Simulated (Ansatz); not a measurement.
**C2H2OSe (SMILES OC#C[SeH]): one structure at several levels**

One table from this session's results is given with a row withheld; the runs are named, their logs left out.

Program: Ansatz 0.2.0, Gaussian basis. Level of theory: single points in def2-TZVPP. These are calculated values, not measurements.

Correlated methods freeze the cores. Filled d shells of the heavier atoms are correlated. B3LYP uses VWN-RPA correlation.

## Starting geometry

SMILES `OC#C[SeH]`, 6 atoms, charge 0, spin multiplicity 1.

Atoms are counted from 1 here; the program's logs count them from 0.

Bond lengths: O1–C2 1.204 Å, O1–H5 0.872 Å, C2–C3 1.320 Å, C3–Se4 1.723 Å, Se4–H6 1.501 Å. Angles: C2–O1–H5 105.8°, O1–C2–C3 164.4°, C2–C3–Se4 155.0°, C3–Se4–H6 92.5°.

Coordinates:

```tsv
atom	x (Å)	y (Å)	z (Å)
O1	1.9454	-0.4565	-0.3378
C2	0.7634	-0.3503	-0.1349
C3	-0.4731	0.0993	-0.0280
Se4	-2.1910	-0.0371	-0.0436
H5	2.3145	-0.5332	0.4480
H6	-2.3760	1.4525	-0.0224
```

The first run:

Contents of run/in.yaml:

```yaml
crystal:
  periodic: [false, false, false]
  atoms:
    - {symbol: O, position_ang: [1.945400, -0.456500, -0.337800]}
    - {symbol: C, position_ang: [0.763400, -0.350300, -0.134900]}
    - {symbol: C, position_ang: [-0.473100, 0.099300, -0.028000]}
    - {symbol: Se, position_ang: [-2.191000, -0.037100, -0.043600]}
    - {symbol: H, position_ang: [2.314500, -0.533200, 0.448000]}
    - {symbol: H, position_ang: [-2.376000, 1.452500, -0.022400]}
basis:
  gaussian: {orbitals: def2-TZVPP}
correlation: {method: ccsd_t}
output: {forces: true}
```

No record of the launch command was kept for these runs.

Among the steps run: CCSD(T)/def2-TZVPP; PBE0-D4/def2-TZVPP; wB97M-V/def2-TZVPP; r2SCAN-D4/def2-TZVPP; PBE-D4/def2-TZVPP; B3LYP-D4/def2-TZVPP; LC-wPBE/def2-TZVPP.

One of the session's tables, all rows but one given; the rest of the session is left out.

```
   method  RMS force component (eV/Å)  angle to CCSD(T) forces (°)  dipole (D)
  CCSD(T)                       4.890                    reference        2.08
  PBE0-D4                       4.832                          3.9        2.14
  wB97M-V                       5.063                          3.5        2.15
r2SCAN-D4                       4.731                          3.1        2.20
   PBE-D4                           ?                            ?           ?
 B3LYP-D4                       4.884                          3.2        2.09
  LC-wPBE                       5.142                          5.1        2.18
```

Q: Estimate the row for PBE-D4 from the others.

**Answer.** RMS force component (eV/Å): 4.708; angle to CCSD(T) forces (°): 4.0; dipole (D): 2.14. In the column «RMS force component (eV/Å)» it is the lowest.
